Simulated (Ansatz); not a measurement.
**C2H5AlO: a ladder of functionals and wavefunction methods**

The task here is to estimate one member of a computed series from the others.

Computed with Ansatz 0.2.0, Gaussian basis. Level: functionals in def2-TZVPP, the program's frozen cores in correlated methods.

The runs, in order: LDA (SPW92), PBE-D4, revPBE-D4, BLYP-D4, r2SCAN-D4, B97M-V, PBE0-D4, B3LYP-D4, r2SCANh-D4, r2SCAN0-D4, HSE06-D4, BHLYP-D4, CAM-B3LYP-D4, LC-ωPBE, ωB97X-V, ωB97M-V, B2PLYP, PBE-QIDH; CCSD(T)/def2-SVP; CCSD(T)/def2-TZVPP; MP2/def2-QZVPP; extrapolation to the limit; RPA on PBE.

## The geometry

An earlier PBE0-D4 in a triple-zeta def2 set relaxation fixed the geometry.

9 atoms, charge 0, spin multiplicity 1.

Atoms are counted from 1 here; the program's logs count them from 0.

Bond lengths: C1–C2 1.501 Å, C1–H5 1.097 Å, C1–H6 1.093 Å, C1–H7 1.094 Å, C2–O3 1.486 Å, C2–Al4 1.893 Å, C2–H8 1.093 Å, O3–Al4 1.707 Å, Al4–H9 1.571 Å. Angles: C2–C1–H5 110.4°, C2–C1–H6 112.5°, C2–C1–H7 110.2°, H5–C1–H6 107.6°, H5–C1–H7 108.0°, H6–C1–H7 108.0°, C1–C2–O3 113.7°, C1–C2–Al4 127.3°, C1–C2–H8 111.5°, O3–C2–Al4 59.2°, O3–C2–H8 110.4°, Al4–C2–H8 119.7°, C2–O3–Al4 72.4°, C2–Al4–O3 48.4°, C2–Al4–H9 173.6°, O3–Al4–H9 137.8°.

Set-up of the first run:

in.yaml reads:

```yaml
crystal:
  periodic: [false, false, false]
  atoms:
    - {symbol: C, position_ang: [0.149816, 0.638437, -1.058337]}
    - {symbol: C, position_ang: [0.082815, -0.530545, -0.119834]}
    - {symbol: O, position_ang: [0.998161, -0.413506, 1.044979]}
    - {symbol: Al, position_ang: [-0.593602, -0.544989, 1.648643]}
    - {symbol: H, position_ang: [1.142217, 0.700559, -1.521070]}
    - {symbol: H, position_ang: [-0.040888, 1.589939, -0.556124]}
    - {symbol: H, position_ang: [-0.588127, 0.523967, -1.857183]}
    - {symbol: H, position_ang: [0.251850, -1.475049, -0.642912]}
    - {symbol: H, position_ang: [-1.313743, -0.535215, 3.044838]}
basis:
  gaussian: {orbitals: def2-TZVPP}
hamiltonian: {xc: lda}
output: {orbitals: {seedname: orbitals}}
```

Command:

```bash
$ ansatz run in.yaml --threads 2 --pin off --events-out ev --progress --plain --max-ram 4352MiB
```

Steps of the session up to this table: LDA; PBE-D4 (GGA); revPBE-D4 (GGA); BLYP-D4 (GGA); r2SCAN-D4 (meta-GGA); B97M-V (meta-GGA); PBE0-D4 (hybrid); B3LYP-D4 (hybrid); r2SCANh-D4 (hybrid); r2SCAN0-D4 (hybrid); HSE06-D4 (hybrid); BHLYP-D4 (hybrid); CAM-B3LYP-D4 (range-separated); LC-ωPBE (range-separated); ωB97X-V (range-separated); ωB97M-V (range-separated); B2PLYP (double hybrid); PBE-QIDH (double hybrid).

One table of the session follows, with a row left open; its other results are not shown here.

| functional | HOMO (eV) | gap (eV) |
| --- | --- | --- |
| LDA (SPW92) | -5.22 | 3.11 |
| PBE-D4 | -5.07 | 3.19 |
| revPBE-D4 | -5.01 | 3.24 |
| BLYP-D4 | -4.97 | 3.18 |
| r2SCAN-D4 | -5.24 | 3.70 |
| B97M-V | -5.32 | 3.56 |
| PBE0-D4 | -6.22 | 5.09 |
| B3LYP-D4 | -6.05 | 4.70 |
| r2SCANh-D4 | -5.68 | 4.39 |
| r2SCAN0-D4 | -6.34 | 5.42 |
| HSE06-D4 | ? | ? |
| BHLYP-D4 | -7.32 | 6.90 |
| CAM-B3LYP-D4 | -7.57 | 7.34 |
| LC-ωPBE | -8.85 | 9.72 |
| ωB97X-V | -8.52 | 9.27 |
| ωB97M-V | -8.41 | 8.86 |

**Question.** Estimate the row for HSE06-D4.

**Answer.** HOMO (eV): -5.83; gap (eV): 4.33. In the column «HOMO (eV)» it lies between B3LYP-D4 (-6.05) and r2SCANh-D4 (-5.68).
